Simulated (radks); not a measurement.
# The series with 2 electrons, He to Ne⁸⁺

What does a rising nuclear charge do to the levels of a fixed set of electrons? The series is run ion by ion, all in [He].

Program: radks (a radial shooting solver on a logarithmic mesh, Libxc functionals) version 1. Level of theory: non-relativistic Kohn-Sham, LDA (Slater exchange, Perdew-Wang correlation), spin-polarised, spherical densities, point nucleus. These are calculated values, not measurements, unless marked.

## Step 1: The atom as given

* electrons: 2
* ions: He, Li⁺, Be²⁺, B³⁺, C⁴⁺, N⁵⁺, O⁶⁺, F⁷⁺, Ne⁸⁺
* configuration: [He]

Outer shells as boxes (Hund's rule):

[He]
```
1s [↑↓]
```

## Step 2: He

The run's settings:

```text
Z 2
configuration [He]
relativity non-relativistic
functional lda,pw
spin polarised
nucleus point
```

## Step 3: Li⁺

Input: that of step 2 with these lines changed.

```diff
@@ -1,2 +1,2 @@
-Z 2
+Z 3
 configuration [He]
```

## Step 4: Be²⁺

Input: that of step 3 with these lines changed.

```diff
@@ -1,2 +1,2 @@
-Z 3
+Z 4
 configuration [He]
```

## Step 5: B³⁺

Input: that of step 4 with these lines changed.

```diff
@@ -1,2 +1,2 @@
-Z 4
+Z 5
 configuration [He]
```

## Step 6: C⁴⁺

Input: that of step 5 with these lines changed.

```diff
@@ -1,2 +1,2 @@
-Z 5
+Z 6
 configuration [He]
```

## Step 7: N⁵⁺

Input: that of step 6 with these lines changed.

```diff
@@ -1,2 +1,2 @@
-Z 6
+Z 7
 configuration [He]
```

## Step 8: O⁶⁺

Input: that of step 7 with these lines changed.

```diff
@@ -1,2 +1,2 @@
-Z 7
+Z 8
 configuration [He]
```

## Step 9: F⁷⁺

Input: that of step 8 with these lines changed.

```diff
@@ -1,2 +1,2 @@
-Z 8
+Z 9
 configuration [He]
```

## Step 10: Ne⁸⁺

Input: that of step 9 with these lines changed.

```diff
@@ -1,2 +1,2 @@
-Z 9
+Z 10
 configuration [He]
```

**Question.** What will these runs give? Wanted: for each run, ion; E; ε(1s); <r>(1s).

The runs gave:

```
 ion  E (hartree)  ε(1s) (eV)  <r>(1s) (bohr)
  He     -2.83446     -15.517          0.9594
 Li⁺     -7.14218     -59.591          0.5848
Be²⁺    -13.44391     -130.78          0.4208
 B³⁺    -21.74229     -229.13          0.3286
 C⁴⁺    -32.03853     -354.65          0.2696
 N⁵⁺    -44.33326     -507.37          0.2285
 O⁶⁺    -58.62690     -687.27          0.1983
 F⁷⁺    -74.91968     -894.38          0.1751
Ne⁸⁺    -93.21178     -1128.7          0.1568
```

What this shows: Between He and Ne⁸⁺, 1s binds 72.7 times more strongly and its mean radius falls by a factor 6.12.
